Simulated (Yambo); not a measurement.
Here is a Yambo 5.3.0 calculation.

Contents of hf1.in:

```
rim_cut
HF_and_locXC
RandQpts= 1000000
RandGvec= 50 RL
EXXRLvcs= 84 Ry
VXCRLvcs= 84 Ry
% QPkrange
 1 | 16 | 6 | 10 |
%
```

Contents of scf.in:

```
&CONTROL
  calculation = 'scf'
  prefix = 'pwscf'
  outdir = './tmp'
  pseudo_dir = './pseudo'
/
&SYSTEM
  ibrav = 0
  nat = 2
  ntyp = 2
  ecutwfc = 84
  nbnd = 14
  occupations = 'smearing'
  smearing = 'fd'
  degauss = 0.00367493
  force_symmorphic = .true.
/
&ELECTRONS
  conv_thr = 4d-10
  electron_maxstep = 120
  mixing_beta = 0.5
/
ATOMIC_SPECIES
S     32.0600 S.upf
Mg    24.3050 Mg.upf
CELL_PARAMETERS angstrom
   0.0000000000    2.6016500000    2.6016500000
   2.6016500000    0.0000000000    2.6016500000
   2.6016500000    2.6016500000    0.0000000000
ATOMIC_POSITIONS crystal
S      0.5000000000    0.5000000000    0.5000000000
Mg     0.0000000000    0.0000000000    0.0000000000
K_POINTS automatic
10 10 10 0 0 0
```

Contents of nscf.in:

```
&CONTROL
  calculation = 'nscf'
  prefix = 'pwscf'
  outdir = './tmp'
  pseudo_dir = './pseudo'
/
&SYSTEM
  ibrav = 0
  nat = 2
  ntyp = 2
  ecutwfc = 84
  nbnd = 308
  occupations = 'fixed'
  force_symmorphic = .true.
/
&ELECTRONS
  conv_thr = 1d-08
  diago_full_acc = .true.
  diago_thr_init = 1d-06
/
ATOMIC_SPECIES
S     32.0600 S.upf
Mg    24.3050 Mg.upf
CELL_PARAMETERS angstrom
   0.0000000000    2.6016500000    2.6016500000
   2.6016500000    0.0000000000    2.6016500000
   2.6016500000    2.6016500000    0.0000000000
ATOMIC_POSITIONS crystal
S      0.5000000000    0.5000000000    0.5000000000
Mg     0.0000000000    0.0000000000    0.0000000000
K_POINTS automatic
6 6 6 0 0 0
```

Potentials or basis: PseudoDojo 0.4.1 SR PBEsol standard.

Run with:

```bash
$ OMP_NUM_THREADS=1 pw.x -in scf.in > scf.out
$ OMP_NUM_THREADS=1 pw.x -in nscf.in > nscf.out
$ cd tmp/pwscf.save; p2y; mv SAVE ../..; cd ../..
$ OMP_NUM_THREADS=1 yambo
$ mkdir -p hf1; ln -s $PWD/g0w00/ndb.RIM hf1/
$ OMP_NUM_THREADS=1 yambo -F hf1.in -J hf1 -C hf1_out
```

Problem. Predict the quasiparticle gap.

Solution. 9.85 eV.

Problem. Estimate the least direct quasiparticle gap.

Solution. 10.98 eV.

Problem. What does it give for the band gap on the k mesh, mean-field level?

Solution. 2.70 eV, indirect (least direct gap 3.59 eV).

Problem. What does it give for the quasiparticle gap at Γ?

Solution. 10.98 eV.

Quasiparticle terms (eV):
```tsv
k point	band	Kohn-Sham level	Vxc	Σx	Σc	Z	result
(0.000, 0.000, 0.000)	6	0.00	-13.21	-16.28	-	-	-3.07
(0.000, 0.000, 0.000)	7	0.00	-13.21	-16.28	-	-	-3.07
(0.000, 0.000, 0.000)	8	0.00	-13.21	-16.28	-	-	-3.07
(0.000, 0.000, 0.000)	9	3.59	-10.91	-6.59	-	-	7.91
(0.000, 0.000, 0.000)	10	7.84	-9.41	-4.53	-	-	12.72
(0.000, 0.000, 0.167)	6	-1.66	-12.26	-15.70	-	-	-5.09
(0.000, 0.000, 0.167)	7	-0.17	-13.07	-16.20	-	-	-3.30
(0.000, 0.000, 0.167)	8	-0.17	-13.07	-16.20	-	-	-3.30
(0.000, 0.000, 0.167)	9	4.69	-10.88	-6.45	-	-	9.13
(0.000, 0.000, 0.167)	10	7.54	-9.93	-5.06	-	-	12.41
(0.000, 0.000, 0.333)	6	-3.89	-11.37	-15.80	-	-	-8.32
(0.000, 0.000, 0.333)	7	-0.46	-12.86	-16.10	-	-	-3.71
(0.000, 0.000, 0.333)	8	-0.46	-12.86	-16.10	-	-	-3.71
(0.000, 0.000, 0.333)	9	4.64	-9.73	-5.41	-	-	8.96
(0.000, 0.000, 0.333)	10	7.23	-10.31	-5.24	-	-	12.30
(0.000, 0.000, -0.500)	6	-4.89	-10.90	-15.77	-	-	-9.76
(0.000, 0.000, -0.500)	7	-0.59	-12.78	-16.08	-	-	-3.89
(0.000, 0.000, -0.500)	8	-0.59	-12.78	-16.08	-	-	-3.89
(0.000, 0.000, -0.500)	9	4.39	-9.60	-5.36	-	-	8.63
(0.000, 0.000, -0.500)	10	6.80	-10.35	-5.36	-	-	11.79
```

A k mesh can miss the band edges.
